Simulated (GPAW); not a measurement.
The system is Ca3AsP.

```
As Ca P
1.0
     5.33390    0.00000    0.00000
     0.00000    5.33390    0.00000
     0.00000    0.00000    5.33390
As Ca P
1 3 1
Cartesian
  0.0000 0.0000 0.0000
  2.6669 2.6669 0.0000
  2.6669 0.0000 2.6669
  0.0000 2.6669 2.6669
  2.6669 2.6669 2.6669
```

The cell comes from a database or a generator and needn't be the stable form of this composition.

| Quantity | Value |
| --- | --- |
| Program | GPAW 26.7.0 |
| Task | single point |
| Functional | PBE |
| Potentials or basis | GPAW PAW data sets (gpaw-data 1.2.1) |
| Cutoff | 600 eV |
| Basis | pw |
| k mesh | 5 × 5 × 5 |
| Occupations | fermi-dirac, width 0.05 eV |
| Spin | no spin polarisation |

On this cell: pressure 0.1 GPa; largest force zero by symmetry; band gap on the k mesh 0.20 eV, direct.

The same run follows on a disturbed copy (atoms moved at random, drawn with an rms of 0.05 Å):

```xyz
5
Lattice="5.3339 0.0000 0.0000 0.0000 5.3339 0.0000 0.0000 0.0000 5.3339" Properties=species:S:1:pos:R:3 pbc="T T T"
As   -0.0127    0.0179    0.0080
Ca    2.7070    2.6606   -0.0064
Ca    2.6931   -0.0239    2.6744
Ca   -0.0078    2.6716    2.6565
P     2.6763    2.6930    2.6800
```

What changes?

The energy moves by +2.8 meV/atom; pressure 0.1 GPa; largest force 0.491 eV/Å; band gap on the k mesh 0.21 eV, direct.

Forces on the atoms (eV/Å):
```
As  -0.055  0.020  0.015
Ca   0.000 -0.049  0.179
Ca  -0.001  0.491 -0.016
Ca   0.232 -0.048 -0.018
P   -0.176 -0.414 -0.160
```

Stress tensor (GPa, compression positive):
```
 0.09 -0.01  0.00
-0.01  0.17 -0.01
 0.00 -0.01  0.08
```

